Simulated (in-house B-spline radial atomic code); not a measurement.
# Sm⁵¹⁺: ionisation energy by several methods

How far do functionals differ on the ionisation energy of Sm⁵¹⁺? Each run solves Sm⁵¹⁺ and then the next ion ([He] 2s2 2p6).

Method: non-relativistic, several functionals, spin-polarised, exact exchange averaged over the configuration; spherical all-electron atom at the radial basis limit. Code: in-house B-spline radial atomic code version 1.

## (1) The atom as given

| Quantity | Value |
| --- | --- |
| element | samarium (Z = 62) |
| charge | +51 |
| electrons | 11 |
| configuration | [Ne] 3s1 |
| nucleus | point |

Outer shells as boxes (Hund's rule):

[Ne] 3s1
```
[Ne] core
3s [↑ ]
```

Where spins are not typed, each open shell is filled with up spins first.

## (2) CAM-B3LYP, a range-separated hybrid

Input settings:

```ini
Z = 62
electrons = 11.0
configuration = [Ne] 3s1
hamiltonian = nr
method = camb3lyp
spin_polarised = True
exact_exchange = averaged over the configuration
```

Started as:

```sh
> python run_scf.py task.json out
```

One command runs all members of the session, one after another, from task.json.

## (3) LC-ωPBE, a range-separated hybrid

Settings: those of step 2 with these lines changed.

```diff
@@ -4,3 +4,3 @@
 hamiltonian = nr
-method = camb3lyp
+method = lc_wpbe
 spin_polarised = True
```

## (4) HSE06, a range-separated hybrid

Settings: those of step 3 with these lines changed.

```diff
@@ -4,3 +4,3 @@
 hamiltonian = nr
-method = lc_wpbe
+method = hse06
 spin_polarised = True
```

The tabulated ionisation energy is 4655 ± 4 eV (tabulated theoretical; NIST Atomic Spectra Database). What does each method give, and which comes nearest?

**Answer**, as computed:

| method | rung | total energy (hartree) | ΔSCF (eV) | −ε highest (eV) | ΔSCF less tabulated (eV) |
| --- | --- | --- | --- | --- | --- |
| CAM-B3LYP | range-separated hybrid | -7322.7954 | 4431.19 | 4399.95 (3s up) | -223.81 |
| LC-ωPBE | range-separated hybrid | -7322.0591 | 4432.42 | 4396.46 (3s up) | -222.58 |
| HSE06 | range-separated hybrid | -7322.2627 | 4430.82 | 4398.94 (3s up) | -224.18 |

What this shows: Tables give 4655 ± 4 eV (tabulated theoretical; NIST Atomic Spectra Database) for the ionisation energy. LC-ωPBE misses by -222.58 eV, the least, and HSE06 by -224.18 eV (4.8 %), the most. All methods miss on the same side by much the same amount, which points to something that they share. These runs lack relativity altogether, which can outweigh the gaps between the methods, so the nearest may be so by luck. These runs leave out relativity, which matters at this nuclear charge.
